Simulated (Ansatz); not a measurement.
# LuNiSn: a single-point run

The task is a single-point run on LuNiSn. The structure is shown as the input types it.

Method: Kohn-Sham DFT, with the functional, basis and potentials that each input names (as first typed), in Ansatz 0.2.0.

9 further runs of the same task are left out: 5 that didn't finish, 4 set aside as unsound or not needed. Runs told in other sessions of the task aren't counted.

**1. The starting structure**

It takes space group Pnma (No. 62, orthorhombic). Conventional cell: a = 6.879 Å, b = 4.354 Å, c = 7.512 Å, α = 90.00°, β = 90.00°, γ = 90.00°. Lu (site symmetry m) has 6 Ni at 2.87 to 3.30 Å and 6 Sn at 3.04 to 3.15 Å in its first shell of neighbours. Around Ni (site symmetry m) lie 4 Sn at 2.54 to 2.70 Å and 1 Lu at 2.87 Å. Around Sn (site symmetry m) lie 4 Ni at 2.54 to 2.70 Å.

Coordinates:

```
Lu Ni Sn
1.0
     6.87920    4.35398    0.00000
    -6.87920    4.35398    0.00000
     0.00000   -4.35398    7.51195
Lu Ni Sn
8 8 8
Direct
  0.98013 0.46706 0.69719
  0.48013 0.96706 0.69719
  0.78294 0.76987 0.80281
  0.28294 0.26987 0.80281
  0.71706 0.73013 0.19719
  0.21706 0.23013 0.19719
  0.51987 0.03294 0.30281
  0.01987 0.53294 0.30281
  0.52235 0.31466 0.58701
  0.02235 0.81466 0.58701
  0.93534 0.22765 0.91299
  0.43534 0.72765 0.91299
  0.56466 0.27235 0.08701
  0.06466 0.77235 0.08701
  0.97765 0.18534 0.41299
  0.47765 0.68534 0.41299
  0.82543 0.01014 0.58557
  0.32543 0.51014 0.58557
  0.73986 0.42457 0.91443
  0.23986 0.92457 0.91443
  0.76014 0.07543 0.08557
  0.26014 0.57543 0.08557
  0.67457 0.48986 0.41443
  0.17457 0.98986 0.41443
```

**2. Running it**

Contents of input.yaml:

```yaml
crystal:
  lattice:
    - [6.8792024379, 4.3539847405, 0.0]
    - [-6.8792024379, 4.3539847405, 0.0]
    - [0.0, -4.3539847405, 7.5119516932]
  atoms:
    - { symbol: Lu, position: [0.9801288237, 0.4670649537, 0.6971937774] }
    - { symbol: Lu, position: [0.4801288237, 0.9670649537, 0.6971937774] }
    - { symbol: Lu, position: [0.7829350463, 0.7698711763, 0.8028062226] }
    - { symbol: Lu, position: [0.2829350463, 0.2698711763, 0.8028062226] }
    - { symbol: Lu, position: [0.7170649537, 0.7301288237, 0.1971937774] }
    - { symbol: Lu, position: [0.2170649537, 0.2301288237, 0.1971937774] }
    - { symbol: Lu, position: [0.5198711763, 0.0329350463, 0.3028062226] }
    - { symbol: Lu, position: [0.0198711763, 0.5329350463, 0.3028062226] }
    - { symbol: Ni, position: [0.522352161, 0.3146558305, 0.5870079914] }
    - { symbol: Ni, position: [0.022352161, 0.8146558305, 0.5870079914] }
    - { symbol: Ni, position: [0.9353441695, 0.227647839, 0.9129920086] }
    - { symbol: Ni, position: [0.4353441695, 0.727647839, 0.9129920086] }
    - { symbol: Ni, position: [0.5646558305, 0.272352161, 0.0870079914] }
    - { symbol: Ni, position: [0.0646558305, 0.772352161, 0.0870079914] }
    - { symbol: Ni, position: [0.977647839, 0.1853441695, 0.4129920086] }
    - { symbol: Ni, position: [0.477647839, 0.6853441695, 0.4129920086] }
    - { symbol: Sn, position: [0.8254286157, 0.010142165, 0.5855707807] }
    - { symbol: Sn, position: [0.3254286157, 0.510142165, 0.5855707807] }
    - { symbol: Sn, position: [0.739857835, 0.4245713843, 0.9144292193] }
    - { symbol: Sn, position: [0.239857835, 0.9245713843, 0.9144292193] }
    - { symbol: Sn, position: [0.760142165, 0.0754286157, 0.0855707807] }
    - { symbol: Sn, position: [0.260142165, 0.5754286157, 0.0855707807] }
    - { symbol: Sn, position: [0.6745713843, 0.489857835, 0.4144292193] }
    - { symbol: Sn, position: [0.1745713843, 0.989857835, 0.4144292193] }
basis:
  ecutwfc: 420
kpoints:
  mp_grid: { grid: [4, 4, 4] }
hamiltonian:
  xc: pbesol
  hubbard: { sites: [{ species: Ni, l: d, u_eff: 20.0 }] }
scf:
  occupations: { method: gaussian, width: 0.05 }
  max_iter: 80
output:
  forces: true
  eigenvalues: true
  stress: true
```

Started as:

```console
> ansatz run input.yaml --threads 8 --pin off --max-ram 14336MiB --backend cpu --events-out ev --progress --plain --runs-dir out
```

Log:

```text
Warning: RAYON_NUM_THREADS=8 ignored (pool sized by the plan → 8); use --threads N
Lu: projections on atomic orbitals take those of the free atom [Kr 4d10] 4f14 5s2 5p6 5d1 6s2, of charge +0.00 (hamiltonian.pseudopotentials.projection_atoms); the dataset's partial waves leave at most 5.1e-5 of an orbital's norm unspanned inside its sphere
Ni: projections on atomic orbitals take those of the free atom [Ne] 3s2 3p6 3d8 4s2, of charge +0.00 (hamiltonian.pseudopotentials.projection_atoms); the dataset's partial waves leave at most 1.6e-6 of an orbital's norm unspanned inside its sphere
Sn: projections on atomic orbitals take those of the free atom [Kr] 4d10 5s2 5p2, of charge +0.00 (hamiltonian.pseudopotentials.projection_atoms); the dataset's partial waves leave at most 5.0e-6 of an orbital's norm unspanned inside its sphere
Engine: ansatz 0.2.0, aarch64-unknown-linux-gnu
Pseudopotentials: kind: paw
Pseudopotential: Lu, paw, valence charge 25, recommended cutoff 420 eV (normal), Lu.paw.azcp
Pseudopotential: Ni, paw, valence charge 18, recommended cutoff 420 eV (normal), Ni.paw.azcp
Pseudopotential: Sn, paw, valence charge 14, recommended cutoff 420 eV (normal), Sn.paw.azcp
Functional definition: PBEsol
  exchange = pbesol_x
  correlation = pbesol_c
Crystal: 24 atoms, lattice volume = 449.995 Å³
Basis set: ecut = 420 eV, 8813 PW (Γ), exchange–correlation on 120×120×120 points (8 copies of the dense FFT grid, shifted against one another)
Bands: 274, of which v1, the nominal top of the filled ones, is band 228 counted from 1 (227 counted from 0)
Symmetry: 16 space group operations
Space group: Pnma (ITA 62), of the structure as read, at distance tolerance 7.7e-5 Å
k-points: 18 of 64
Non-local potential: Lu, projectors of the file, l = 0: 3, l = 1: 2, l = 2: 2, l = 3: 3
Non-local potential: Ni, projectors of the file, l = 0: 3, l = 1: 2, l = 2: 3, l = 3: 1
Non-local potential: Sn, projectors of the file, l = 0: 2, l = 1: 2, l = 2: 2, l = 3: 2
PAW form: soft (Blöchl's): semilocal exchange-correlation on the pseudo side does not see the compensation charge
PAW frozen core: Lu, regenerated for the run's functional, and the local potential with it (the file was generated under x = pbe(κ = 0.804, μ = 0.2195149727645171), c = pbe(β = 0.06672455060314922))
PAW frozen core: Ni, regenerated for the run's functional, and the local potential with it (the file was generated under x = pbe(κ = 0.804, μ = 0.2195149727645171), c = pbe(β = 0.06672455060314922))
PAW frozen core: Sn, regenerated for the run's functional, and the local potential with it (the file was generated under x = pbe(κ = 0.804, μ = 0.2195149727645171), c = pbe(β = 0.06672455060314922))
PAW one-centre angular grid: Lu, 590 points (default); XC on 64 Gauss nodes
PAW one-centre angular grid: Ni, 590 points (default); XC on 64 Gauss nodes
PAW one-centre angular grid: Sn, 590 points (default); XC on 64 Gauss nodes
Initial density: superposition of atomic densities (chi_scale 0.1, normalization cell, long waves of neutral atoms under a Hubbard term (reshape's long-wave potential 0.00 eV rms, cloud 3.26 Å wide))
Initial wavefunctions: pseudopotential atomic-orbital guess
Functional: x = pbesol(κ = 0.804, μ = 0.12345679012345678), c = pbesol(β = 0.046)
SCF iter   1: F=—  HF=-210894.566275 eV  |F-HF|=—  |Δ(HF+E_count)|=         —  Δρ=1.48e-1  dr2=9.51e1  ethr=3.10e-3  ⟨swp⟩=5.1  Hψ=21071  notcnv=0  defer=133
preconditioner: auto → Kerker (q_TF=auto, 2.734 Å⁻¹)  [metal: Δε(μ)=0.031 eV  Ē_g=14.659 eV  σ=0.050 eV  W_gap=0.34  n_scr=160 (ndim 8)  ℏωp=33.9 eV  f_vac=0.000  D(μ)=12.79/eV (n_scr^D=90)]
SCF iter   2: F=—  HF=-210894.564619 eV  |F-HF|=—  |Δ(HF+E_count)|=   1.66e-3  Δρ=4.56e-2  dr2=1.14e1  ethr=3.10e-3  ⟨swp⟩=4.6  Hψ=14244  notcnv=0  defer=684
SCF iter   3: F=—  HF=-210893.189743 eV  |F-HF|=—  |Δ(HF+E_count)|=    1.37e0  Δρ=5.69e-2  dr2=1.76e1  ethr=2.51e-3  ⟨swp⟩=3.0  Hψ=10277  notcnv=0  defer=685
SCF iter   4: F=—  HF=-210888.881480 eV  |F-HF|=—  |Δ(HF+E_count)|=    4.31e0  Δρ=1.81e-2  dr2=9.39e-1  ethr=2.51e-3  ⟨swp⟩=3.4  Hψ=9910  notcnv=0  defer=685
SCF iter   5: F=—  HF=-210889.186949 eV  |F-HF|=—  |Δ(HF+E_count)|=   3.05e-1  Δρ=1.04e-2  dr2=2.52e-1  ethr=2.06e-4  ⟨swp⟩=3.1  Hψ=13793  notcnv=0  defer=689
SCF iter   6: F=—  HF=-210889.305304 eV  |F-HF|=—  |Δ(HF+E_count)|=   1.18e-1  Δρ=6.39e-3  dr2=1.42e-1  ethr=5.52e-5  ⟨swp⟩=3.2  Hψ=11784  notcnv=0  defer=689
SCF iter   7: F=—  HF=-210889.113248 eV  |F-HF|=—  |Δ(HF+E_count)|=   1.92e-1  Δρ=1.24e-3  dr2=6.62e-3  ethr=3.11e-5  ⟨swp⟩=3.0  Hψ=11234  notcnv=0  defer=689
SCF iter   8: F=—  HF=-210889.114197 eV  |F-HF|=—  |Δ(HF+E_count)|=   9.49e-4  Δρ=5.06e-4  dr2=7.32e-4  ethr=1.45e-6  ⟨swp⟩=2.0  Hψ=8344  notcnv=0  defer=689
SCF iter   9: F=—  HF=-210889.114285 eV  |F-HF|=—  |Δ(HF+E_count)|=   8.76e-5  Δρ=1.71e-4  dr2=9.72e-5  ethr=1.60e-7  ⟨swp⟩=2.2  Hψ=8391  notcnv=0  defer=689
SCF iter  10: F=—  HF=-210889.114670 eV  |F-HF|=—  |Δ(HF+E_count)|=   3.85e-4  Δρ=1.99e-5  dr2=2.16e-6  ethr=2.13e-8  ⟨swp⟩=3.0  Hψ=9287  notcnv=0  defer=689
SCF iter  11: F=—  HF=-210889.114669 eV  |F-HF|=—  |Δ(HF+E_count)|=   1.37e-7  Δρ=1.52e-5  dr2=7.59e-7  ethr=4.74e-10  ⟨swp⟩=2.8  Hψ=8845  notcnv=0  defer=689
SCF iter  12: F=-210889.114669 eV  HF=-210889.114669 eV  |F-HF|=3.41e-8  |Δ(HF+E_count)|=   1.94e-7  Δρ=2.58e-6  dr2=2.82e-8  ethr=2.19e-11  ⟨swp⟩=15.8  Hψ=43418  notcnv=0
SCF 1 converged in 12 iterations: F = -210889.114669 eV  dr2 = 2.82e-8
SCF converged after 12 iterations
Free energy (F): -210889.114669 eV
Harris-Foulkes:  -210889.114669 eV  (|F-HF|=3.41e-8)
Internal energy: -210889.097268 eV  (E = F + TS)
E sigma→0 (E₀):  -210889.105969 eV
Entropy (-TS):   -0.017401 eV (-0.725 meV/atom)
Fermi energy:    15.399328 eV
--- Per-component energies (eV) ---
  E_band       = -2289.183235
  E_kinetic    = 7258.378438
  E_local      = -88373.563992  (includes V_loc(G=0)·N_el)
  E_nonlocal   = 9767.377951
  E_hartree    = 39051.935249
  E_xc         = -5446.787973
  E_vxc        = -3719.186162  (∫ρ·V_xc dr)
  E_hubbard    = 38.715929  (on-site DFT+U / exact-exchange correction)
  E_vhub       = -681.707362  (the Hubbard potential's part of the band-sum identity)
  E_paw        = -103555.688154  (= ΣΔE_a)
  E_vpaw       = -4644.338278  (= ΣTr[D̂ρ^β])
  E_aug_tail   = 0.004196  (compensation charges beyond the density's cutoff)
  E_ewald      = -69642.863281
  E_core_change = 13.394370  (= ΣΔE_core)
  E_smearing   = -0.017401  (= −TS)
  E_closure    = -0.000000  (closes the sum)
  Σ components = -210889.114669   (vs F -210889.114669, Δ=0.00e0)
--- Forces (eV/Å), atoms counted from 1 ---
  atom   1  Lu    -0.07336067     0.00000000     0.00955394
  atom   2  Lu    -0.07336067     0.00000000     0.00955394
  atom   3  Lu    -0.07336067     0.00000000    -0.00955394
  atom   4  Lu    -0.07336067    -0.00000000    -0.00955394
  atom   5  Lu     0.07336067     0.00000000     0.00955394
  atom   6  Lu     0.07336067     0.00000000     0.00955394
  atom   7  Lu     0.07336067    -0.00000000    -0.00955394
  atom   8  Lu     0.07336067    -0.00000000    -0.00955394
  atom   9  Ni    -0.17619996     0.00000000     0.03983249
  atom  10  Ni    -0.17619996     0.00000000     0.03983249
  atom  11  Ni    -0.17619996    -0.00000000    -0.03983249
  atom  12  Ni    -0.17619996    -0.00000000    -0.03983249
  atom  13  Ni     0.17619996     0.00000000     0.03983249
  atom  14  Ni     0.17619996     0.00000000     0.03983249
  atom  15  Ni     0.17619996     0.00000000    -0.03983249
  atom  16  Ni     0.17619996     0.00000000    -0.03983249
  atom  17  Sn    -0.04390208     0.00000000    -0.00652236
  atom  18  Sn    -0.04390208     0.00000000    -0.00652236
  atom  19  Sn    -0.04390208    -0.00000000     0.00652236
  atom  20  Sn    -0.04390208     0.00000000     0.00652236
  atom  21  Sn     0.04390208    -0.00000000    -0.00652236
  atom  22  Sn     0.04390208     0.00000000    -0.00652236
  atom  23  Sn     0.04390208     0.00000000     0.00652236
  atom  24  Sn     0.04390208     0.00000000     0.00652236
  max |Σ_I F_I| component: 1.94e-16 eV/Å
--- Stress (GPa, compression-positive) ---
        4.249302      -0.000000       0.000000
        0.000000       3.867962       0.000000
        0.000000       0.000000       3.414963
  P = ⅓ Tr σ = 3.8441 GPa (38.441 kbar)
--- Band table (eV; the first three rows and the last of 18) ---
  k-point 0: bands = ["-80.9147", "-80.9147", "-80.9147", "-80.9147", "-80.9147", "-80.9147", "-80.9147", "-80.9147", "-41.6680", "-41.6677", "-41.6674", "-41.6674", "-41.6674", "-41.6674", "-41.6672", "-41.6672", "-41.6533", "-41.6533", "-41.6533", "-41.6533", "-41.6531", "-41.6531", "-41.6529", "-41.6529", "-41.5945", "-41.5940", "-41.5938", "-41.5938", "-41.5938", "-41.5938", "-41.5936", "-41.5935", "-40.8129", "-40.8092", "-40.8090", "-40.8090", "-40.8090", "-40.8090", "-40.8051", "-40.8050", "-11.6241", "-11.6087", "-11.5759", "-11.5603", "-11.5603", "-11.5603", "-11.5603", "-11.5589", "-11.5058", "-11.5047", "-11.5047", "-11.5047", "-11.5047", "-11.4944", "-11.4832", "-11.4741", "-11.4693", "-11.4667", "-11.4667", "-11.4667", "-11.4667", "-11.4447", "-11.4057", "-11.3977", "-5.2410", "-5.2320", "-5.2279", "-5.2279", "-5.2279", "-5.2279", "-5.2258", "-5.2248", "-5.2187", "-5.2169", "-5.2149", "-5.2090", "-5.2068", "-5.2068", "-5.2068", "-5.2068", "-5.2005", "-5.1944", "-5.1943", "-5.1943", "-5.1943", "-5.1943", "-5.1881", "-5.1856", "-5.1856", "-5.1856", "-5.1856", "-5.1816", "-5.1762", "-5.1726", "-5.1676", "-5.1652", "-5.1642", "-5.1578", "-5.1526", "-5.1524", "-5.1516", "-5.1516", "-5.1516", "-5.1516", "5.7594", "7.3215", "7.5520", "7.5520", "7.5520", "7.5520", "7.5960", "7.6146", "9.3934", "9.3934", "9.3934", "9.3934", "9.4097", "9.4323", "9.5045", "9.5968", "9.6053", "9.6505", "9.6520", "9.6646", "9.6980", "9.7169", "9.7169", "9.7169", "9.7169", "9.7250", "9.8280", "9.9279", "9.9488", "9.9613", "9.9731", "9.9854", "9.9854", "9.9854", "9.9854", "10.0361", "10.0361", "10.0361", "10.0361", "10.0679", "10.0698", "10.1572", "10.1752", "10.3841", "10.3887", "10.3887", "10.3887", "10.3887", "10.4105", "10.4132", "10.4132", "10.4132", "10.4132", "10.4177", "10.4196", "10.4215", "10.4237", "10.4266", "10.4279", "10.4336", "10.4359", "10.4359", "10.4359", "10.4359", "10.4382", "10.4384", "10.4384", "10.4384", "10.4384", "10.4385", "10.4416", "10.4452", "10.4453", "10.4489", "10.4489", "10.4489", "10.4489", "10.4519", "10.4521", "10.4598", "10.4604", "10.4617", "10.4679", "10.4683", "10.4693", "10.4693", "10.4693", "10.4693", "10.4741", "10.4778", "10.4786", "10.4820", "10.4858", "10.4858", "10.4858", "10.4858", "10.4978", "10.4985", "10.5144", "10.5221", "10.5221", "10.5221", "10.5221", "11.3936", "11.4048", "11.7453", "11.7453", "11.7453", "11.7453", "11.9787", "13.1953", "13.6841", "13.9396", "14.3214", "14.3214", "14.3214", "14.3214", "14.3406", "14.6996", "14.7203", "15.3350", "15.3350", "15.3350", "15.3350", "15.3609", "15.4917", "16.1189", "16.4174", "16.4174", "16.4174", "16.4174", "17.1231", "17.1540", "17.3538", "17.5472", "17.6430", "17.8087", "18.2661", "18.3557", "18.4617", "18.5055", "18.5745", "18.7855", "18.7855", "18.7855", "18.7855", "18.9750", "18.9961", "18.9961", "18.9961", "18.9961", "19.6720", "19.6781", "19.7156", "19.9743", "20.0319", "20.0319", "20.0319", "20.0319", "20.3274", "20.3585", "20.8482", "21.1108", "21.1714", "21.1714", "21.1714", "21.1714", "21.2362", "21.2651", "22.2620"]
[... 3 lines left out ...]
Occupation matrices written to <dir>
```

Wall time 48 s (8 threads of Arm Neoverse V2, shared host); peak memory 6 GiB.

**3. A second look at the input**

The program finished normally, with warnings (filled band counts differ across k points). Convergence says nothing about whether the input makes sense.

Look at the input: hamiltonian.hubbard.sites is [{species: Ni, l: d, u_eff: 20.0}]. The U is far outside the few eV that correlated shells need; it reshapes the shell's occupations.

Run again and compare: delete hamiltonian.hubbard.sites.

**4. Second run, to compare**

Level of this run: DFT PBEsol, scalar-relativistic, plane waves, PAW.

Other changes include scf.max_iter.

Edit input.yaml of step 2 so:

```diff
@@ -36,9 +36,7 @@
   xc: pbesol
-  hubbard: { sites: [{ species: Ni, l: d, u_eff: 20.0 }] }
 scf:
   occupations: { method: gaussian, width: 0.05 }
-  max_iter: 80
 output:
   forces: true
+  stress: true
   eigenvalues: true
-  stress: true
```

Started as:

```console
> ansatz run input.yaml --threads 8 --pin off --max-ram 14336MiB --backend cpu --events-out ev --progress --plain --runs-dir out
```

The main lines of its log:

```text
[...]
Basis set: ecut = 420 eV, 8813 PW (Γ), exchange–correlation on 120×120×120 points (8 copies of the dense FFT grid, shifted against one another)
[...]
k-points: 18 of 64
[...]
SCF iter   1: F=—  HF=-210946.310330 eV  |F-HF|=—  |Δ(HF+E_count)|=         —  Δρ=1.72e-2  dr2=9.26e-1  ethr=1.77e-3  ⟨swp⟩=5.9  Hψ=21462  notcnv=0  defer=248
preconditioner: auto → Kerker (q_TF=auto, 2.734 Å⁻¹)  [metal: Δε(μ)=0.032 eV  Ē_g=13.710 eV  σ=0.050 eV  W_gap=0.34  n_scr=160 (ndim 8)  ℏωp=33.9 eV  f_vac=0.000  D(μ)=12.42/eV (n_scr^D=74)]
SCF iter   2: F=—  HF=-210946.217034 eV  |F-HF|=—  |Δ(HF+E_count)|=   9.33e-2  Δρ=5.52e-3  dr2=1.09e-1  ethr=2.03e-4  ⟨swp⟩=3.1  Hψ=9995  notcnv=0  defer=691
[...]
SCF iter   9: F=—  HF=-210946.209352 eV  |F-HF|=—  |Δ(HF+E_count)|=   2.95e-7  Δρ=4.06e-6  dr2=1.08e-7  ethr=2.71e-10  ⟨swp⟩=2.2  Hψ=8349  notcnv=0  defer=691
SCF iter  10: F=-210946.209352 eV  HF=-210946.209352 eV  |F-HF|=1.39e-8  |Δ(HF+E_count)|=   2.41e-8  Δρ=1.13e-6  dr2=8.00e-9  ethr=2.19e-11  ⟨swp⟩=13.9  Hψ=34025  notcnv=0
[...]
SCF converged after 10 iterations
Free energy (F): -210946.209352 eV
[...]
E sigma→0 (E₀):  -210946.201478 eV
[...]
Fermi energy:    15.994752 eV
[...]
  P = ⅓ Tr σ = -0.0252 GPa (-0.252 kbar)
[...]
```

Run time: 29 s. Hardware: 8 threads of Arm Neoverse V2, shared host; peak memory 5.3 GiB.

| run | ending | energy change | pressure (GPa) | gap (eV) | force (eV/Å) | cycles | time |
| --- | --- | --- | --- | --- | --- | --- | --- |
| first try | converged | +2.38 eV/atom (Hubbard term changed: no physical gain or loss) | 3.8 | 0.00 | 0.18 | 12 | 48 s |
| second try | converged | 0 | 0.0 | 0.00 | 0.02 | 10 | 29 s |

**5. What came out**

| quantity | value |
| --- | --- |
| first try | converged, 12 SCF cycles |
| fault in the input | unphysical U |
| second try | converged, 10 SCF cycles |
| energy (zero set by the potentials) | -210946.2094 eV |
| pressure | -0.03 GPa |
| gap on the mesh | none (metal on this mesh) |
| largest force | 0.023 eV/Å |

Both runs converge, but their results differ; in the second, the pressure goes from 3.8 to 0.0 GPa, the largest force goes from 0.18 to 0.02 eV/Å. Only the second answers the question as it was meant. The largest force in the second run is 0.023 eV/Å, so the atoms are close to their relaxed places.

No run allows spin polarisation, though the cell holds Ni.
